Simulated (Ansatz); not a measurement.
**BBr₂F: how energies converge with the basis set**

Aim: see how fast density functionals converge with the basis set for BBr₂F.

Computed with Ansatz 0.2.0, Gaussian basis. Level: one geometry, several basis sets.

Plan: PBE0-D4/def2-SVP; ωB97M-V/def2-SVP; PBE0-D4/def2-QZVPP; ωB97M-V/def2-QZVPP; the functionals' def2-TZVPP values are taken from earlier runs.

## (1) The geometry

The geometry comes from an earlier relaxation with PBE0-D4 in a triple-zeta def2 set; it is a stationary point.

SMILES `FB(Br)Br`, 4 atoms, charge 0, spin multiplicity 1.

Atoms are counted from 1 here; the program's logs count them from 0.

Bond lengths: F1–B2 1.307 Å, B2–Br3 1.901 Å, B2–Br4 1.901 Å. Angles: F1–B2–Br3 119.1°, F1–B2–Br4 119.1°, Br3–B2–Br4 121.8°.

## (2) PBE0-D4 in def2-SVP

in.yaml reads:

```yaml
crystal:
  periodic: [false, false, false]
  atoms:
    - {symbol: F, position_ang: [1.336279, 0.443607, 0.346472]}
    - {symbol: B, position_ang: [0.138198, 0.028051, 0.027989]}
    - {symbol: Br, position_ang: [-0.470947, -1.642032, 0.700916]}
    - {symbol: Br, position_ang: [-0.947929, 1.110075, -1.095678]}
basis:
  gaussian: {orbitals: def2-SVP}
hamiltonian: {xc: pbe0, dispersion: d4}
output: {orbitals: {seedname: orbitals}}
```

Launch:

```
$ ansatz run in.yaml --threads 4 --pin off --events-out ev --progress --plain --max-ram 10444MiB
```

The runs that follow: ωB97M-V in def2-SVP; PBE0-D4 in def2-QZVPP; ωB97M-V in def2-QZVPP.

Before running them: what should the planned runs give, taken together? Wanted: PBE0-D4: double and triple zeta above quadruple; ωB97M-V: double and triple zeta above quadruple.

**Answer**, as computed:

```
                                       quantity           value
PBE0-D4: double and triple zeta above quadruple  23.98, 3.03 eV
ωB97M-V: double and triple zeta above quadruple  23.84, 2.91 eV
```

In words: PBE0-D4 gains 20.95 eV from double to triple zeta, then 3.03 eV more. Total energies overstate the basis error of differences, where much of it tends to cancel.
